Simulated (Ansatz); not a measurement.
# C₂H₇MoNO₂: one species, many methods

An exercise on one series of results from a longer session: the logs are not shown, and one member is left open.

Computed with Ansatz 0.2.0, Gaussian basis. Level: functionals in def2-TZVPP, the program's frozen cores in correlated methods.

Plan: LDA (SPW92), PBE-D4, revPBE-D4, BLYP-D4, r2SCAN-D4, B97M-V, PBE0-D4, B3LYP-D4, r2SCANh-D4, r2SCAN0-D4, HSE06-D4, BHLYP-D4, CAM-B3LYP-D4, LC-ωPBE, ωB97X-V, ωB97M-V, B2PLYP, PBE-QIDH; CCSD(T)/def2-SVP; MP2/def2-TZVPP; MP2/def2-QZVPP; RPA on PBE.

### The relaxed structure

All runs share one geometry, relaxed beforehand with PBE0-D4 in a triple-zeta def2 set. Mo takes the def2 core potential; no spin-orbit term is included.

SMILES `C[N]=[Mo]([CH3])(=[O])[OH]`, 13 atoms, charge 0, spin multiplicity 1.

Atoms are counted from 1 here; the program's logs count them from 0.

Bond lengths: C1–N2 1.420 Å, C1–H7 1.096 Å, C1–H8 1.095 Å, C1–H9 1.095 Å, N2–Mo3 1.724 Å, Mo3–C4 2.112 Å, Mo3–O5 1.682 Å, Mo3–O6 1.885 Å, C4–H10 1.094 Å, C4–H11 1.091 Å, C4–H12 1.093 Å, O6–H13 0.959 Å. Angles: N2–C1–H7 111.7°, N2–C1–H8 109.7°, N2–C1–H9 110.4°, H7–C1–H8 108.5°, H7–C1–H9 108.9°, H8–C1–H9 107.6°, C1–N2–Mo3 151.0°, N2–Mo3–C4 103.3°, N2–Mo3–O5 109.1°, N2–Mo3–O6 112.0°, C4–Mo3–O5 106.8°, C4–Mo3–O6 110.1°, O5–Mo3–O6 114.7°, Mo3–C4–H10 108.6°, Mo3–C4–H11 111.2°, Mo3–C4–H12 109.4°, H10–C4–H11 109.0°, H10–C4–H12 109.7° and more.

Coordinates:

```
C    -1.5715   -0.8408    1.4656
N    -0.4716   -0.2115    0.8258
Mo    0.1725    0.8376   -0.3816
C     1.2742   -0.4684   -1.6235
O    -1.0888    1.4465   -1.3125
O     1.3112    2.1463    0.3551
H    -2.5239   -0.5628    1.0000
H    -1.4594   -1.9285    1.4058
H    -1.6035   -0.5693    2.5259
H     1.7118    0.1124   -2.4411
H     0.6354   -1.2476   -2.0428
H     2.0692   -0.9403   -1.0405
H     1.5648    2.1916    1.2788
```

Set-up of the first run:

in.yaml reads:

```yaml
crystal:
  periodic: [false, false, false]
  atoms:
    - {symbol: C, position_ang: [-1.571463, -0.840829, 1.465624]}
    - {symbol: N, position_ang: [-0.471648, -0.211496, 0.825755]}
    - {symbol: Mo, position_ang: [0.172509, 0.837627, -0.381623]}
    - {symbol: C, position_ang: [1.274187, -0.468373, -1.623459]}
    - {symbol: O, position_ang: [-1.088759, 1.446464, -1.312509]}
    - {symbol: O, position_ang: [1.311167, 2.146323, 0.355085]}
    - {symbol: H, position_ang: [-2.523909, -0.562817, 0.999967]}
    - {symbol: H, position_ang: [-1.459376, -1.928546, 1.405758]}
    - {symbol: H, position_ang: [-1.603450, -0.569256, 2.525939]}
    - {symbol: H, position_ang: [1.711830, 0.112390, -2.441116]}
    - {symbol: H, position_ang: [0.635409, -1.247614, -2.042781]}
    - {symbol: H, position_ang: [2.069236, -0.940265, -1.040464]}
    - {symbol: H, position_ang: [1.564766, 2.191595, 1.278823]}
basis:
  gaussian: {orbitals: def2-TZVPP}
hamiltonian: {xc: lda}
output: {orbitals: {seedname: orbitals}}
```

Run with:

```console
> ansatz run in.yaml --threads 4 --pin off --events-out ev --progress --plain --max-ram 11315MiB
```

Among the steps run: LDA; PBE-D4 (GGA); revPBE-D4 (GGA); BLYP-D4 (GGA); r2SCAN-D4 (meta-GGA); B97M-V (meta-GGA); PBE0-D4 (hybrid); B3LYP-D4 (hybrid); r2SCANh-D4 (hybrid); r2SCAN0-D4 (hybrid); HSE06-D4 (hybrid); BHLYP-D4 (hybrid); CAM-B3LYP-D4 (range-separated); LC-ωPBE (range-separated); ωB97X-V (range-separated); ωB97M-V (range-separated); B2PLYP (double hybrid); PBE-QIDH (double hybrid).

One of the session's tables, all rows but one given; the rest of the session is left out.

It belongs to the step «Frontier levels by functional». 

| functional | HOMO (eV) | LUMO (eV) | gap (eV) |
| --- | --- | --- | --- |
| LDA (SPW92) | -6.39 | -2.64 | 3.75 |
| PBE-D4 | -6.21 | -2.43 | 3.79 |
| revPBE-D4 | -6.15 | -2.34 | 3.81 |
| BLYP-D4 | -6.11 | -2.34 | 3.77 |
| r2SCAN-D4 | -6.47 | -2.35 | 4.12 |
| B97M-V | -6.55 | -2.32 | 4.23 |
| PBE0-D4 | -7.55 | -1.63 | 5.92 |
| B3LYP-D4 | ? | ? | ? |
| r2SCANh-D4 | -6.97 | -2.05 | 4.92 |
| r2SCAN0-D4 | -7.74 | -1.59 | 6.15 |
| HSE06-D4 | -7.15 | -2.01 | 5.14 |
| BHLYP-D4 | -8.82 | -0.70 | 8.12 |
| CAM-B3LYP-D4 | -8.92 | -0.57 | 8.35 |
| LC-ωPBE | -10.19 | 0.60 | 10.79 |
| ωB97X-V | -9.87 | 0.52 | 10.39 |
| ωB97M-V | -9.80 | 0.47 | 10.27 |

**Question.** Estimate the row for B3LYP-D4.

Worked estimate for «HOMO (eV)». Against the share of exact exchange, BLYP-D4 (0, -6.11), BHLYP-D4 (0.5, -8.82) give a slope of -5.42 per unit share; at 0.2 the line stands at -7.19.

As computed: HOMO (eV): -7.34; LUMO (eV): -1.88; gap (eV): 5.47. In «HOMO (eV)» the line misses by +0.15.
